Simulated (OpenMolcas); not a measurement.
# Si2H6O2 (SMILES O[SiH2][SiH2]O) at 6 levels

Aim: a comparison of 6 runs (HF/STO-3G, B2PLYP/6-31G*, B3LYP/6-31G*, PBE0/6-31G*, MP2/6-31G*) of Si2H6O2. 

Program for the calculation: OpenMolcas 26.06.

1 further run of the same task is left out (set aside as unsound or not needed).

### 1 The molecule

Si2H6O2 has 10 atoms, charge 0, and is taken as a singlet. SMILES: `O[SiH2][SiH2]O`. The shape is that of a PBE0-D4/def2-TZVP optimisation. This is one conformer, not always the lowest.

Bond lengths: O1–Si2 1.656 Å, Si2–Si3 2.357 Å, Si3–O4 1.656 Å, O1–H5 0.958 Å, Si2–H6 1.487 Å, Si2–H7 1.494 Å, Si3–H8 1.493 Å, Si3–H9 1.487 Å, O4–H10 0.958 Å. Some angles: O1–Si2–Si3 112.1°, Si2–Si3–O4 112.1°, O1–Si2–H6 105.4°, O1–Si2–H7 111.3°, Si3–Si2–H6 110.5°, Si3–Si2–H7 109.5°, Si2–O1–H5 117.4°, Si2–Si3–H8 109.5°, Si2–Si3–H9 110.5°, O4–Si3–H8 111.3°.

### 2 Energy and gradient at HF/STO-3G (run 1)

input.xyz reads:

```xyz
10

O     -1.023300     1.887700     1.029000
Si     0.114300     0.686000     0.959700
Si    -0.148600    -0.673600    -0.947700
O      0.987200    -1.877000    -1.014900
H     -1.013300     2.545500     0.332800
H     -0.079100    -0.112900     2.199100
H      1.498300     1.246700     0.986300
H     -1.533500    -1.232000    -0.975500
H      0.047500     0.124300    -2.187300
H      0.975700    -2.534100    -0.318000
```

job.inp reads:

```
&gateway
baslib=$CurrDir
coord=input.xyz
basis=STO-3G
group=NoSym
&seward
&scf
thresholds=1e-10 1e-07 1e-07 1e-05
prorbitals=1 2
&alaska
```

The basis set STO-3G is read from a file made from the Basis Set Exchange's data (not shown).

Started as:

```sh
export MOLCAS_MEM=1860
pymolcas job.inp > job.log
```

Log:

```text
--- Start Module: gateway ---
[...]
--- Stop Module: gateway /rc=_RC_ALL_IS_WELL_ ---
[...]
      Basis functions           34
[...]
--- Start Module: scf ---
[...]
       Convergence after  11 Iterations
[...]
::    Total SCF energy                               -722.3952935714
[...]
      Total spin, S                                     0.0000000000
[...]
      Total electronic charge=   50.000000
      Total            charge=   -0.000000
[...]
      Dipole Moment (debye):
      Origin of the operator (angstrom)=   -0.0175    0.0059    0.0064
                   X= -1.0189E-03               Y=  1.9612E-03               Z= -1.2318E-03           Total=  2.5302E-03
      Quadrupole Moment (debye*angstrom):
[...]
--- Stop Module: scf /rc=_RC_ALL_IS_WELL_ ---
--- Start Module: alaska ---
[...]
 *              Molecular gradients               *
 **************************************************
  Irreducible representation: a
 ------------------------------------------------------------------------------------------
                              X                       Y                       Z
 ------------------------------------------------------------------------------------------
  O1                2.20948557815479E-02    6.96275498390087E-03   -3.62630301969054E-02
  SI2              -3.40042382986665E-02    2.98505760900039E-02    7.75626757044456E-03
  SI3               3.40001484156440E-02   -2.99688558897444E-02   -7.73165371099971E-03
  O4               -2.21683890186490E-02   -6.78961580371329E-03    3.62131407047199E-02
  H5               -1.12109172683576E-02   -1.37040398763064E-02    2.66673498823882E-02
  H6               -3.66215324671171E-03   -1.86766987509737E-02    2.63266543662306E-02
  H7                3.07650073138488E-02    1.11247140854527E-02   -4.44552554006661E-04
  H8               -3.07850002043129E-02   -1.10633937354851E-02    4.24552122285093E-04
[...]
--- Stop Module: alaska /rc=_RC_ALL_IS_WELL_ ---
[...]
```

Wall time 1.4 s (1 thread of Intel Xeon 6975P-C (Granite Rapids), shared host); peak memory 0.37 GiB.

### 3 A single-point energy at B2PLYP/6-31G(d) (spherical functions) (run 2)

calc.inp reads:

```
&GATEWAY
BasLib=$CurrDir
Coord
10
angstrom
O       -1.023300       1.887700       1.029000
Si       0.114300       0.686000       0.959700
Si      -0.148600      -0.673600      -0.947700
O        0.987200      -1.877000      -1.014900
H       -1.013300       2.545500       0.332800
H       -0.079100      -0.112900       2.199100
H        1.498300       1.246700       0.986300
H       -1.533500      -1.232000      -0.975500
H        0.047500       0.124300      -2.187300
H        0.975700      -2.534100      -0.318000
Basis=6-31Gs
Group=NoSym
&SEWARD
GridInput
Grid=UltraFine
End of Grid
&SCF
KSDFT=B2PLYP_SCF
Thresholds=1e-10 1e-07 1e-07 1e-05
PrOrbitals=0
&MBPT2
Frozen=12
```

The basis set 6-31G* is read from a file made from the Basis Set Exchange's data (not shown).

Started as:

```sh
export MOLCAS_MEM=1860
pymolcas calc.inp > calc.log
```

Log:

```text
--- Start Module: gateway ---
[...]
--- Stop Module: gateway /rc=_RC_ALL_IS_WELL_ ---
[...]
      Basis functions           76
[...]
--- Start Module: scf ---
[...]
       Convergence after  12 Iterations
[...]
::    Total KS-DFT energy                            -732.4704000929
[...]
      Total spin, S                                     0.0000000000
[...]
      Total electronic charge=   50.000000
      Total            charge=   -0.000000
[...]
      Dipole Moment (debye):
      Origin of the operator (angstrom)=   -0.0175    0.0059    0.0064
                   X= -1.6117E-03               Y=  1.6987E-03               Z= -5.0538E-04           Total=  2.3955E-03
      Quadrupole Moment (debye*angstrom):
[...]
--- Stop Module: scf /rc=_RC_ALL_IS_WELL_ ---
[...]
--- Start Module: mbpt2 ---
[...]
 ###    WARNING: MP2 implementation intended for RHF references only         ###
 ###############################################################################
MBPT2 WARNING: Reference function according to RunFile:KS-DFT
I'll assume you know what you're doing and continue
WARNING!
Default frozen orbitals as non valence orbitals is overwritten by user input.
Default values:   6
[...]
       Reference weight ( Cref**2 )         =        0.79393
::    Total MBPT2 energy                             -733.0997119272
[...]
      Total MBPT2 calculations                           0.12      0.14
--- Stop Module: mbpt2 /rc=_RC_ALL_IS_WELL_ ---
[...]
```

It took 13 s on 1 thread of Intel Xeon 6975P-C (Granite Rapids), shared host; peak memory 0.43 GiB.

Runs 3 to 5 aren't shown in full; the table further down has their settings and results.

### 4 A single-point energy at MP2/6-31G(d) (spherical functions) (run 6)

mol.input reads:

```
>>> EXPORT MOLCAS_PRINT=2

&GATEWAY
  BASLIB = $CurrDir
  COORD
  10
  angstrom
  O       -1.023300       1.887700       1.029000
  Si       0.114300       0.686000       0.959700
  Si      -0.148600      -0.673600      -0.947700
  O        0.987200      -1.877000      -1.014900
  H       -1.013300       2.545500       0.332800
  H       -0.079100      -0.112900       2.199100
  H        1.498300       1.246700       0.986300
  H       -1.533500      -1.232000      -0.975500
  H        0.047500       0.124300      -2.187300
  H        0.975700      -2.534100      -0.318000
  BASIS = 6-31Gs
  GROUP = NoSym

&SEWARD

&SCF
  THRESHOLDS = 1e-10 1e-07 1e-07 1e-05
  PRORBITALS = 1 2

&MBPT2
  FROZEN = 12
```

The basis set 6-31G* is read from a file made from the Basis Set Exchange's data (not shown).

Started as:

```sh
export MOLCAS_MEM=1860
pymolcas mol.input > mol.log
```

Log:

```text
--- Start Module: gateway ---
[...]
--- Stop Module: gateway /rc=_RC_ALL_IS_WELL_ ---
[...]
      Basis functions           76
[...]
--- Start Module: scf ---
[...]
       Convergence after  12 Iterations
[...]
::    Total SCF energy                               -731.1041631277
[...]
      Total spin, S                                     0.0000000000
[...]
      Total electronic charge=   50.000000
      Total            charge=   -0.000000
[...]
      Dipole Moment (debye):
      Origin of the operator (angstrom)=   -0.0175    0.0059    0.0064
                   X= -1.6082E-03               Y=  1.8877E-03               Z= -6.6310E-04           Total=  2.5669E-03
      Quadrupole Moment (debye*angstrom):
[...]
--- Stop Module: scf /rc=_RC_ALL_IS_WELL_ ---
[...]
--- Start Module: mbpt2 ---
[...]
WARNING!
Default frozen orbitals as non valence orbitals is overwritten by user input.
Default values:   6
[...]
       Reference weight ( Cref**2 )         =        0.85750
::    Total MBPT2 energy                             -731.6166792343
[...]
      Total MBPT2 calculations                           0.12      0.14
--- Stop Module: mbpt2 /rc=_RC_ALL_IS_WELL_ ---
[...]
```

It took 3.3 s on 1 thread of Intel Xeon 6975P-C (Granite Rapids), shared host; peak memory 0.43 GiB.

### 5 The series

```
run                                level      task  frozen core orbitals  energy (Eh)  dipole moment (D) of the reference  HOMO energy (eV)  LUMO energy (eV)  wall time
  1                            HF/STO-3G  gradient                     –  -722.395294                                0.00             -7.38             10.61      1.4 s
  2  B2PLYP/6-31G* (spherical functions)    energy                    12  -732.640314                                0.00             -8.42              0.57       13 s
  3   B3LYP/6-31G* (spherical functions)  gradient                     –  -733.090605                                0.00             -7.03             -0.79       21 s
  4    PBE0/6-31G* (spherical functions)  gradient                     –  -732.640846                                0.00             -7.27             -0.62       20 s
  5   B3LYP/6-31G* (Cartesian functions)  gradient                     –  -733.096724                                0.00             -7.03             -0.82       23 s
  6     MP2/6-31G* (spherical functions)    energy                    12  -731.616679                                0.00            -10.36              2.54      3.3 s
```

### 6 Summary of results

```
                                           quantity          value
                                run 6: total energy  -731.61668 Eh
          run 6: dipole moment (mean-field density)         0.00 D
         run 6: HOMO energy (Hartree–Fock orbitals)      -10.36 eV
         run 6: LUMO energy (Hartree–Fock orbitals)        2.54 eV
       run 6: HOMO–LUMO gap (Hartree–Fock orbitals)       12.90 eV
run 6: correlation energy (12 core orbitals frozen)     -512.5 mEh
```

Over runs 1, 2, 3, 4, 5 the HOMO–LUMO gap runs from 6.22 eV (B3LYP/6-31G*) to 17.99 eV (HF/STO-3G). The two ends differ in method and basis. For B2PLYP the log adds the whole second-order term; the table takes 0.27 of it, as the functional is defined. Totals of different functionals can't be ranked against each other. In run 1 the basis is minimal, so the values are rough. All runs together took 81 s, the longest 23 s.
